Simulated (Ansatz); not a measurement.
# Si5S: the cost of one run

Computed with Ansatz 0.2.0 (DFT PBE, scalar-relativistic, plane waves, PAW, unless a step's input says otherwise).

## 1. Starting point

The structure is hexagonal, space group P-62m (No. 189). Conventional cell: a = 5.276 Å, b = 5.276 Å, c = 4.767 Å, α = 90.00°, β = 90.00°, γ = 120.00°. Si (site symmetry m2m) is surrounded by 10 Si at 2.95 to 3.10 Å and 2 S at 2.98 Å. Si (site symmetry -6) has 9 Si at 2.95 to 3.05 Å and 3 S at 3.05 Å as nearest neighbours. Around S (site symmetry -62m) lie 12 Si at 2.98 to 3.05 Å.

Structure file:

```xyz
6
Lattice="5.2759 0.0000 0.0000 -2.6380 4.5691 0.0000 0.0000 0.0000 4.7665" Properties=species:S:1:pos:R:3 pbc="T T T"
Si    3.4849    0.0000    0.0000
Si   -1.7425    3.0180    0.0000
Si    0.8955    1.5510    0.0000
Si    0.0000    3.0460    2.3833
Si    2.6380    1.5230    2.3833
S     0.0000    0.0000    2.3833
```

A structure generator made this guess: species swapped into a database cell of Hf5Sc (P-62m, No. 189), with Si on the Hf sites and S on the Sc sites. The dimensions are guesses.

## 2. The guess as it stands, on a coarse mesh

Contents of input.yaml:

```yaml
crystal:
  lattice:
    - [5.27590963, 0.0, 0.0]
    - [-2.63795482, 4.56907177, 0.0]
    - [0.0, 0.0, 4.76650847]
  atoms:
    - { symbol: Si, position: [0.66053301, 0.0, 0.0] }
    - { symbol: Si, position: [0.0, 0.66053301, 0.0] }
    - { symbol: Si, position: [0.33946699, 0.33946699, 0.0] }
    - { symbol: Si, position: [0.33333333, 0.66666667, 0.5] }
    - { symbol: Si, position: [0.66666667, 0.33333333, 0.5] }
    - { symbol: S, position: [0.0, 0.0, 0.5] }
basis:
  ecutwfc: 420
kpoints:
  mp_grid: { grid: [6, 6, 4] }
hamiltonian:
  xc: pbe
scf:
  occupations: { method: gaussian, width: 0.1 }
  lower_state_search: "off"
output:
  forces: true
  stress: true
  eigenvalues: true
```

Started as:

```console
> ansatz run input.yaml --threads 1 --pin off --max-ram 2560MiB --backend cpu --events-out ev --progress --plain --runs-dir out
```

**Question.** How long does this run take on 1 thread of Intel Xeon 6975P-C (Granite Rapids), shared host, and how much memory does it need?

About 2.1 s, with a peak of 0.38 GiB.
